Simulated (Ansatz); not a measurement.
**C₂H₇ClSi₂: one species, many methods**

An exercise on one series of results from a longer session: the logs are not shown, and one member is left open.

Method: functionals in def2-TZVPP, the program's frozen cores in correlated methods; program: Ansatz 0.2.0, Gaussian basis.

The runs, in order: PBE-D4, r2SCAN-D4, PBE0-D4, B3LYP-D4, ωB97X-V, ωB97M-V, B2PLYP; CCSD(T)/def2-TZVPP; MP2/def2-QZVPP; extrapolation to the limit.

### The relaxed structure

An earlier PBE0-D4 in a triple-zeta def2 set relaxation fixed the geometry.

SMILES `ClC1C[SiH2][SiH2]1`, 12 atoms, charge 0, spin multiplicity 1.

Atoms are counted from 1 here; the program's logs count them from 0.

Bond lengths: Cl1–C2 1.799 Å, C2–C3 1.539 Å, C2–Si5 1.919 Å, C2–H6 1.089 Å, C3–Si4 1.913 Å, C3–H7 1.092 Å, C3–H8 1.097 Å, Si4–Si5 2.333 Å, Si4–H9 1.484 Å, Si4–H10 1.488 Å, Si5–H11 1.484 Å, Si5–H12 1.492 Å. Angles: Cl1–C2–C3 109.4°, Cl1–C2–Si5 106.5°, Cl1–C2–H6 106.1°, C3–C2–Si5 98.6°, C3–C2–H6 114.8°, Si5–C2–H6 120.9°, C2–C3–Si4 99.4°, C2–C3–H7 113.7°, C2–C3–H8 108.3°, Si4–C3–H7 119.3°, Si4–C3–H8 107.6°, H7–C3–H8 107.8°, C3–Si4–Si5 75.9°, C3–Si4–H9 114.6°, C3–Si4–H10 115.3°, Si5–Si4–H9 117.4°, Si5–Si4–H10 121.3°, H9–Si4–H10 109.0° and more.

Set-up of the first run:

in.yaml reads:

```yaml
crystal:
  periodic: [false, false, false]
  atoms:
    - {symbol: Cl, position_ang: [-0.852750, 2.204787, 0.358386]}
    - {symbol: C, position_ang: [0.064975, 0.754955, 0.900209]}
    - {symbol: C, position_ang: [-0.806158, -0.500464, 0.716500]}
    - {symbol: Si, position_ang: [-0.490557, -0.830299, -1.141424]}
    - {symbol: Si, position_ang: [1.372045, 0.396862, -0.459066]}
    - {symbol: H, position_ang: [0.367557, 0.954381, 1.927377]}
    - {symbol: H, position_ang: [-1.831330, -0.378611, 1.071668]}
    - {symbol: H, position_ang: [-0.350116, -1.322176, 1.282048]}
    - {symbol: H, position_ang: [-1.449392, -0.164310, -2.058167]}
    - {symbol: H, position_ang: [-0.374902, -2.264091, -1.520998]}
    - {symbol: H, position_ang: [1.978257, 1.577660, -1.122003]}
    - {symbol: H, position_ang: [2.449171, -0.483793, 0.079471]}
basis:
  gaussian: {orbitals: def2-TZVPP}
hamiltonian: {xc: pbe, dispersion: d4}
output: {forces: true, orbitals: {seedname: orbitals}}
```

Command:

```bash
$ ansatz run in.yaml --threads 4 --pin off --events-out ev --progress --plain --max-ram 10444MiB
```

Steps of the session up to this table: PBE-D4 (GGA); r2SCAN-D4 (meta-GGA); PBE0-D4 (hybrid); B3LYP-D4 (hybrid); ωB97X-V (range-separated); ωB97M-V (range-separated); B2PLYP (double hybrid); CCSD(T) in def2-TZVPP; MP2 in def2-QZVPP.

One table of the session follows, with a row left open; its other results are not shown here.

It belongs to the step «Atomisation energies». 

```
            method  atomisation energy (kcal/mol)
            PBE-D4                          981.9
         r2SCAN-D4                          973.8
           PBE0-D4                          973.8
          B3LYP-D4                              ?
           ωB97X-V                          978.0
           ωB97M-V                          973.9
            B2PLYP                          954.7
     HF/def2-TZVPP                          719.2
    MP2/def2-TZVPP                          954.2
   CCSD/def2-TZVPP                          931.6
CCSD(T)/def2-TZVPP                          945.6
           MP2/CBS                          979.9
       CCSD(T)/CBS                          971.2
```

Q: Estimate the row for B3LYP-D4 from the others.

As computed: atomisation energy (kcal/mol): 966.7. In the column «atomisation energy (kcal/mol)» it lies between B2PLYP (954.7) and CCSD(T)/CBS (971.2).
